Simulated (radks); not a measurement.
**Cs²⁺ in [Kr] 4d10 5s1.75 5p5 6s0.25: an all-electron calculation**

Aim: the levels, the sizes of the orbitals and the parts of the energy of the caesium ion Cs2+.

Method: scalar-relativistic Kohn-Sham, PBE, spin-polarised, spherical densities, point nucleus; open shells are filled with parallel spins first. Code: radks (a radial shooting solver on a logarithmic mesh, Libxc functionals) version 1.

**1. The atom as given**

| Item | Value |
| --- | --- |
| element | caesium (Z = 55) |
| charge | +2 |
| electrons | 53 |
| configuration | [Kr] 4d10 5s1.75 5p5 6s0.25 |

**2. Self-consistent calculation**

The run's settings:

```text
Z 55
configuration [Kr] 4d10 5s1.75 5p5 6s0.25 5d0 6p0 7s0
relativity scalar-relativistic
functional pbe,pbe
spin polarised
nucleus point
c 137.035999084
```

Run with:

```bash
$ python run_ks.py task.json out
```

All runs below come from this command, one after another.

Q: Predict the outcome of this run.

As calculated:

| quantity | value |
| --- | --- |
| total energy | -7785.6481 hartree |
| exchange-correlation share of it | 2.46 % |
| −T/E | 1.0537 |
| highest occupied level | 6s up, -12.714 eV |
| most extended occupied level | 6s up, <r> = 4.03 bohr |
| radius at density 0.001 e/bohr³ | 3.98 bohr |
| maxima of the radial density | 4 |

6 principal shells are occupied and 4 maxima appear in the radial density; where shells overlap, one shows as a shoulder or not at all. −T/E is 1.054: with relativity the kinetic term as defined here no longer equals −E. This is not the tabulated ground configuration, so its levels and sizes aren't those of the ground state, and no measured value stands beside it.
